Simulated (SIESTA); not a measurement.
**Ta3AsAu2O13 in SIESTA: the effect of functional**

Crystal: Ta3AsAu2O13.

```
Ta As Au O
1.0
     5.45204    0.00000    0.00000
    -2.72602    4.72161    0.00000
     0.00000    0.00000    9.57902
Ta As Au O
3 1 2 13
Direct
  0.00000 0.00000 0.19408
  0.00000 0.00000 0.80592
  0.66667 0.33333 0.00000
  0.00000 0.00000 0.50000
  0.33333 0.66667 0.27428
  0.33333 0.66667 0.72572
  0.00000 0.00000 0.00000
  0.23947 0.97129 0.36402
  0.02871 0.26818 0.36402
  0.73182 0.76053 0.36402
  0.23947 0.97129 0.63598
  0.02871 0.26818 0.63598
  0.73182 0.76053 0.63598
  0.38452 0.33425 0.85844
  0.66575 0.05026 0.85844
  0.94974 0.61548 0.85844
  0.38452 0.33425 0.14156
  0.66575 0.05026 0.14156
  0.94974 0.61548 0.14156
```

The cell was built by a generator and needn't be a form met in nature.

Alike in all runs:

```yaml
Program: SIESTA 5.4.2
Task: band structure
Basis: DZP (energy shift 0.003 Ry; two zetas on semicore shells)
Grid_cutoff: 800 Ry
Energy_shift: 0.003 Ry
k_mesh: 6 × 6 × 3
Occupations: fermi-dirac, width 0.05 eV
Spin: no spin polarisation
```

| functional | potentials or basis | pressure (GPa) | largest force (eV/Å) |
| --- | --- | --- | --- |
| LDA | PseudoDojo 0.4 standard (LDA files) | ? | ? |
| PBEsol | PseudoDojo 0.4 standard (PBEsol files) | -1.9 | 0.51 |
| RPBE | PseudoDojo 0.4 standard (PBE files) | 7.8 | 0.66 |
| BLYP | PseudoDojo 0.4 standard (PBE files) | 10.4 | 0.79 |
| AM05 | PseudoDojo 0.4 standard (PBEsol files) | -1.6 | 0.48 |

Question: What does the run with functional LDA give?

Answer: Pressure -7.3 GPa; largest force 0.55 eV/Å.

Caveats: short orbitals over semicore shells can move pressures by several GPa; the basis of atomic orbitals isn't converged, which shifts pressures, moduli and gaps; the potentials were made for another functional, which shifts forces and pressure (some runs).

Runs at the PBE level aren't shown here.
